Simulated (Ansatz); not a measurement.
**GeH4O (singlet): the correlation ladder at distance Ge1–O2 = 1.402 Å, cc-pVDZ**

An exercise on one series of results from a longer session: the logs are not shown, and one member is left open.

Computed with Ansatz 0.2.0, Gaussian basis. Level: cc-pVDZ, core rule «outside noble gas», up to 15 orbitals frozen.

To be run: UHF; CCSD(T) on RHF; BCCD(T) on RHF; CISD; CCSDT(Q) on RHF; CASSCF and MRCISD+Q, 2 electrons in 2 orbitals; CASSCF and NEVPT2, 2 electrons in 2 orbitals.

22 further runs of the same task are left out: 1 for a known fault of the program, 2 for a mislabelled method, 13 that didn't finish, 6 set aside as unsound or not needed.

## The system

The geometry derives from a PBE0/def2-TZVP stationary point (not a proven minimum). One bond is set to the value named and the two fragments are kept rigid. No spin-orbit coupling is included. The filled d shell of Ge may be among the frozen orbitals whatever the setting's name suggests; the logs give the count.

6 atoms, charge 0, spin multiplicity 1.

Atoms are counted from 1 here; the program's logs count them from 0.

Bond lengths: Ge1–O2 1.402 Å, Ge1–H3 1.541 Å, Ge1–H4 1.531 Å, Ge1–H5 1.541 Å, O2–H6 0.959 Å. Angles: O2–Ge1–H3 109.9°, O2–Ge1–H4 104.3°, O2–Ge1–H5 109.9°, H3–Ge1–H4 111.4°, H3–Ge1–H5 109.7°, H4–Ge1–H5 111.4°, Ge1–O2–H6 112.7°.

Coordinates:

```xyz
6
charge 0, multiplicity 1
Ge    0.00000   -0.00709    0.24584
O     0.00000    0.08491   -1.15314
H     1.25968   -0.75555    0.72326
H     0.00000    1.44827    0.72071
H    -1.25968   -0.75555    0.72326
H     0.00000   -0.77421   -1.57985
```

Set-up of the first run:

File in.yaml:

```yaml
crystal:
  periodic: [false, false, false]
  atoms:
    - {symbol: Ge, position_ang: [0.000000, -0.007087, 0.245836]}
    - {symbol: O, position_ang: [0.000000, 0.084909, -1.153142]}
    - {symbol: H, position_ang: [1.259685, -0.755554, 0.723259]}
    - {symbol: H, position_ang: [0.000000, 1.448272, 0.720710]}
    - {symbol: H, position_ang: [-1.259685, -0.755554, 0.723259]}
    - {symbol: H, position_ang: [0.000000, -0.774206, -1.579849]}
basis:
  gaussian: {orbitals: cc-pVDZ}
magnetization: {spin_polarized: true, initial_magnetization: 0}
hamiltonian: {xc: hf}
output: {orbitals: {seedname: orbitals}}
```

The run is started by

```sh
$ ansatz run in.yaml --threads 1 --pin off --events-out ev --progress --plain --max-ram 2393MiB
```

Steps of the session up to this table: UHF; CCSD(T) on RHF; BCCD(T) on RHF; CISD; CCSDT(Q) on RHF; CASSCF and MRCISD+Q, 2 electrons in 2 orbitals; CASSCF and NEVPT2, 2 electrons in 2 orbitals.

One table of the session follows, with a row left open; its other results are not shown here.

```
       method  from RCCSDT(Q) (meV)
          RHF               +8756.9
         RMP2                +915.8
        RCCSD                +178.2
     RCCSD(T)                 +28.5
      BCCD(T)                 +27.1
       RCCSDT                 +14.9
    RCCSDT(Q)                     0
  CASSCF pair               +8218.9
  NEVPT2 pair                     ?
  MRCISD pair                +752.5
MRCISD+Q pair                 +87.2
```

Q: Estimate the row for NEVPT2 pair from the others.

The run gave: from RCCSDT(Q) (meV): +917.7. In the column «from RCCSDT(Q) (meV)» it lies between RMP2 (+915.8) and CASSCF pair (+8218.9).

Not comparable, so not listed: CISD (they don't share determinant, frozen orbitals or solution with the rows shown, or repeat one).
